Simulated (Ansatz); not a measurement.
# InB3: the cost of one run

Program: Ansatz 0.2.0. Level of theory: DFT PBE, scalar-relativistic, plane waves, PAW. These are calculated values, not measurements.

## (1) The starting structure

The structure is tetragonal, space group I4/mmm (No. 139). The conventional cell has a = 3.398 Å, b = 3.398 Å, c = 7.591 Å, α = 90.00°, β = 90.00°, γ = 90.00°. Around In (site symmetry 4/mmm) lie 12 B at 2.40 to 2.55 Å. B (site symmetry 4/mmm) is surrounded by 4 In at 2.40 Å. B (site symmetry -4m2) has 8 B at 2.40 to 2.55 Å and 4 In at 2.55 Å as nearest neighbours.

As a file:

```cif
data_structure
_symmetry_space_group_name_H-M 'P 1'
_symmetry_Int_Tables_number 1
_cell_length_a 4.4921
_cell_length_b 4.4921
_cell_length_c 4.4921
_cell_angle_alpha 135.550
_cell_angle_beta 135.550
_cell_angle_gamma 64.676
_cell_volume 43.83
loop_
_atom_site_label
_atom_site_type_symbol
_atom_site_fract_x
_atom_site_fract_y
_atom_site_fract_z
_atom_site_occupancy
In1 In 0.00000 0.00000 0.00000 1
B1 B 0.50000 0.50000 0.00000 1
B2 B 0.25000 0.75000 0.50000 1
B3 B 0.75000 0.25000 0.50000 1
```

This is candidate A: TiAl3 (D0_22) type (I4/mmm, No. 139).

(A quick probe on a coarse mesh, which set the mesh and smearing, is not shown.)

## (3) Rough relaxation on the coarse mesh (candidate A)

input.yaml

```yaml
crystal:
  lattice:
    - [-1.6990995418, 1.6990995418, 3.7953911843]
    - [1.6990995418, -1.6990995418, 3.7953911843]
    - [1.6990995418, 1.6990995418, -3.7953911843]
  atoms:
    - { symbol: In, position: [0.0, 0.0, 0.0] }
    - { symbol: B, position: [0.5, 0.5, 0.0] }
    - { symbol: B, position: [0.25, 0.75, 0.5] }
    - { symbol: B, position: [0.75, 0.25, 0.5] }
basis:
  ecutwfc: 420
kpoints:
  mp_grid: { grid: [8, 8, 8] }
hamiltonian:
  xc: pbe
scf:
  occupations: { method: gaussian, width: 0.1 }
  lower_state_search: "off"
output:
  forces: true
  stress: true
  eigenvalues: true
relax:
  adjacent_minimum: "off"
  f_tol: 0.04
  max_steps: 70
  cell: { stress_tol: 0.4 }
```

Command:

```
$ ansatz run input.yaml --threads 1 --pin off --max-ram 2560MiB --backend cpu --events-out ev --progress --plain --runs-dir out
```

Q: Estimate wall time and peak memory on 1 thread of an x86-64 CPU, shared host.

About 16 s, with a peak of 0.42 GiB.
